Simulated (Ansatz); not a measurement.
# CH3BO2: a ladder of functionals and wavefunction methods

An exercise on one series of results from a longer session: the logs are not shown, and one member is left open.

Computed with Ansatz 0.2.0, Gaussian basis. Level: functionals in def2-TZVPP, the program's frozen cores in correlated methods.

Plan: LDA (SPW92), PBE-D4, revPBE-D4, BLYP-D4, r2SCAN-D4, B97M-V, PBE0-D4, B3LYP-D4, r2SCANh-D4, r2SCAN0-D4, HSE06-D4, BHLYP-D4, CAM-B3LYP-D4, LC-ωPBE, ωB97X-V, ωB97M-V, B2PLYP, PBE-QIDH; CCSD(T)/def2-SVP; CCSD(T)/def2-TZVPP; MP2/def2-QZVPP; extrapolation to the limit; RPA on PBE.

### The geometry

All runs share one geometry, relaxed beforehand with PBE0-D4 in a triple-zeta def2 set.

SMILES `BC(=O)O`, 7 atoms, charge 0, spin multiplicity 1.

Atoms are counted from 1 here; the program's logs count them from 0.

Bond lengths: B1–C2 1.559 Å, B1–H5 1.191 Å, B1–H6 1.191 Å, C2–O3 1.211 Å, C2–O4 1.331 Å, O4–H7 0.971 Å. Angles: C2–B1–H5 118.9°, C2–B1–H6 118.9°, H5–B1–H6 121.8°, B1–C2–O3 113.6°, B1–C2–O4 122.8°, O3–C2–O4 123.6°, C2–O4–H7 107.5°.

Set-up of the first run:

in.yaml

```yaml
crystal:
  periodic: [false, false, false]
  atoms:
    - {symbol: B, position_ang: [-0.603139, 0.935760, -0.186704]}
    - {symbol: C, position_ang: [0.108681, -0.431057, 0.050295]}
    - {symbol: O, position_ang: [-0.646485, -1.377605, 0.045386]}
    - {symbol: O, position_ang: [1.422185, -0.536672, 0.239135]}
    - {symbol: H, position_ang: [-0.783699, 1.304326, -1.304306]}
    - {symbol: H, position_ang: [-1.060367, 1.515845, 0.747077]}
    - {symbol: H, position_ang: [1.623924, -1.478698, 0.363418]}
basis:
  gaussian: {orbitals: def2-TZVPP}
hamiltonian: {xc: lda}
output: {orbitals: {seedname: orbitals}}
```

Started as:

```sh
> ansatz run in.yaml --threads 2 --pin off --events-out ev --progress --plain --max-ram 4352MiB
```

Among the steps run: LDA; PBE-D4 (GGA); revPBE-D4 (GGA); BLYP-D4 (GGA); r2SCAN-D4 (meta-GGA); B97M-V (meta-GGA); B3LYP-D4 (hybrid); r2SCANh-D4 (hybrid); r2SCAN0-D4 (hybrid); HSE06-D4 (hybrid); BHLYP-D4 (hybrid); CAM-B3LYP-D4 (range-separated); LC-ωPBE (range-separated); ωB97X-V (range-separated); ωB97M-V (range-separated); B2PLYP (double hybrid); PBE-QIDH (double hybrid).

One of the session's tables, all rows but one given; the rest of the session is left out.

It belongs to the step «Frontier levels by functional». 

```
  functional  HOMO (eV)  LUMO (eV)  gap (eV)
 LDA (SPW92)      -7.06      -3.33      3.73
      PBE-D4      -6.84      -2.99      3.84
   revPBE-D4      -6.75      -2.86      3.89
     BLYP-D4      -6.75      -2.86      3.89
   r2SCAN-D4      -7.07      -2.60      4.46
      B97M-V      -7.18      -2.72      4.46
     PBE0-D4      -8.28      -1.99      6.28
    B3LYP-D4      -8.06      -2.24      5.82
  r2SCANh-D4      -7.62      -2.26      5.36
  r2SCAN0-D4      -8.47      -1.75      6.72
    HSE06-D4          ?          ?         ?
    BHLYP-D4      -9.76      -0.96      8.79
CAM-B3LYP-D4      -9.75      -0.91      8.84
     LC-ωPBE     -11.03       0.37     11.41
     ωB97X-V     -10.70       0.26     10.96
     ωB97M-V     -10.65      -0.02     10.63
```

**Question.** Estimate the row for HSE06-D4.

**Answer.** HOMO (eV): -7.87; LUMO (eV): -2.38; gap (eV): 5.49. In the column «HOMO (eV)» it lies between B3LYP-D4 (-8.06) and r2SCANh-D4 (-7.62).
